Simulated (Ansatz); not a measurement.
# AlGa₂H (triplet): wave-function methods side by side at distance Al2–H4 = 1.465 Å, cc-pVDZ

How much of the correlation energy of AlGa₂H (triplet) does each wave-function method recover here?

Program: Ansatz 0.2.0, Gaussian basis. Level of theory: cc-pVDZ, core rule «outside noble gas», up to 33 orbitals frozen. These are calculated values, not measurements.

The runs, in order: UHF; CCSD(T) on ROHF; CCSD(T) on UHF; BCCD(T) on ROHF; CISD; CCSDT(Q) on ROHF; CCSDT(Q) on UHF; CASSCF and MRCISD+Q, 4 electrons in 4 orbitals; CASSCF and NEVPT2, 4 electrons in 4 orbitals.

35 further runs of the same task are left out: 4 for a mislabelled method, 3 for a known fault of the program, 20 that didn't finish, 8 set aside as unsound or not needed.

## Step 1: The system

The geometry derives from a PBE0/def2-TZVP stationary point (not a proven minimum). One bond is set to the value named and the two fragments are kept rigid. No spin-orbit coupling is included. The filled d shell of Ga may be among the frozen orbitals whatever the setting's name suggests; the logs give the count.

4 atoms, charge 0, spin multiplicity 3.

Atoms are counted from 1 here; the program's logs count them from 0.

Bond lengths: Ga1–Al2 2.555 Å, Al2–Ga3 2.555 Å, Al2–H4 1.465 Å. Angles: Ga1–Al2–Ga3 72.4°, Ga1–Al2–H4 52.9°, Ga3–Al2–H4 52.9°.

## Step 2: UHF

Contents of in.yaml:

```yaml
crystal:
  periodic: [false, false, false]
  atoms:
    - {symbol: Ga, position_ang: [-0.002865, 0.338052, 1.508986]}
    - {symbol: Al, position_ang: [-0.021111, -1.723333, 0.000000]}
    - {symbol: Ga, position_ang: [-0.002865, 0.338052, -1.508986]}
    - {symbol: H, position_ang: [0.961481, -0.636716, 0.000000]}
basis:
  gaussian: {orbitals: cc-pVDZ}
magnetization: {spin_polarized: true, initial_magnetization: 2}
hamiltonian: {xc: hf}
output: {orbitals: {seedname: orbitals}}
```

Launch:

```
$ ansatz run in.yaml --threads 1 --pin off --events-out ev --progress --plain --max-ram 2393MiB
```

The runs that follow: CCSD(T) on ROHF; CCSD(T) on UHF; BCCD(T) on ROHF; CISD; CCSDT(Q) on ROHF; CCSDT(Q) on UHF; CASSCF and MRCISD+Q, 4 electrons in 4 orbitals; CASSCF and NEVPT2, 4 electrons in 4 orbitals.

**Question.** What will the summary of the whole plan be? Wanted: RCCSDT(Q) below the RHF energy; RMP2 from RCCSDT(Q); UMP2 from RCCSDT(Q); RCCSD from RCCSDT(Q); RCCSD(T) from RCCSDT(Q); UCCSD(T) from RCCSDT(Q); UCCSDT(Q) from RCCSDT(Q); NEVPT2 pair from RCCSDT(Q); MRCISD+Q pair from RCCSDT(Q).

The runs gave:

| quantity | value |
| --- | --- |
| RCCSDT(Q) below the RHF energy | -5.8945 eV |
| RMP2 from RCCSDT(Q) | +29.80 kcal/mol |
| UMP2 from RCCSDT(Q) | +35.00 kcal/mol |
| RCCSD from RCCSDT(Q) | +8.89 kcal/mol |
| RCCSD(T) from RCCSDT(Q) | +1.77 kcal/mol |
| UCCSD(T) from RCCSDT(Q) | +1.90 kcal/mol |
| UCCSDT(Q) from RCCSDT(Q) | -0.16 kcal/mol |
| NEVPT2 pair from RCCSDT(Q) | +29.55 kcal/mol |
| MRCISD+Q pair from RCCSDT(Q) | +3.79 kcal/mol |
| levels within 1 kcal/mol (43 meV) | RCCSDT, UCCSDT, UCCSDT(Q) |
| T1 diagnostic | 0.035 |

What this shows: RCCSD(T) lands +1.77 kcal/mol from the yardstick (1.3 % of the correlation energy). Of the multireference levels listed MRCISD+Q pair comes nearest in total energy (+3.79 kcal/mol), which doesn't show that its space is the better one. These misses are within one basis, not against nature; the frozen cores of restricted and unrestricted runs differ, which can shift their rows.
